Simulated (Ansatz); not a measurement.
NaLaMnMoO6:

```
Na La Mn Mo O
1.0
     4.72242   -2.73688    0.00000
     4.72242    2.73688    0.00000
    -3.17602    0.00000    4.47137
Na La Mn Mo O
1 1 1 1 6
Cartesian
  -0.0016 0.0000 3.3293
  6.2782 0.0000 1.1495
  3.1293 0.0000 2.2320
  0.0068 0.0000 0.0051
  4.1287 1.3576 1.2752
  4.1287 -1.3576 1.2752
  1.7826 0.0000 0.8395
  4.4861 0.0000 3.6274
  2.1339 1.3554 3.1981
  2.1339 -1.3554 3.1981
```

The cell was built by a generator and needn't be a form met in nature.

Base run:

| Property | Result |
| --- | --- |
| Program | Ansatz 0.2.0 |
| Functional | PBE |
| Potentials or basis | PseudoDojo standard (PBE files) |
| Cutoff | 1497 eV |
| Density cutoff | 5987 eV |
| k mesh | 6 × 6 × 6 |
| Occupations | fermi-dirac, width 0.05 eV |
| Spin | collinear spin, ferromagnetic start |
| Starting moments | [0.0, 0.0, 4.0, 1.0, 0.0, 0.0, 0.0, 0.0, 0.0, 0.0] μB |

Its results: band gap on the k mesh none (metal or under the smearing width); pressure 0.8 GPa; net moment 2.21 μB per cell; site moments Na +0.00; La -0.01; Mn +2.44; Mo -0.36; O +0.01 μB; largest force 0.187 eV/Å.

Question: The run is repeated on the same cell with these changes: potentials or basis from PseudoDojo standard (PBE files) to Ansatz PAW; cutoff from 1497 eV to 420 eV (not typed: the program's choice for these potentials). What comes out?

Answer: Band gap on the k mesh none (metal or under the smearing width); pressure 0.3 GPa; net moment 1.95 μB per cell; site moments Na +0.00; La -0.01; Mn +2.22; Mo -0.37; O +0.01, +0.02 μB; largest force 0.110 eV/Å.

Caveats: a cell with one magnetic atom can't hold antiferromagnetic order, which such compounds often take; semilocal functionals often make such compounds metallic where correlation or magnetic order opens a gap, which also shifts bond lengths; the starting moments weren't kept; spin-orbit coupling is left out, which moves the levels of the heavy elements (some runs).
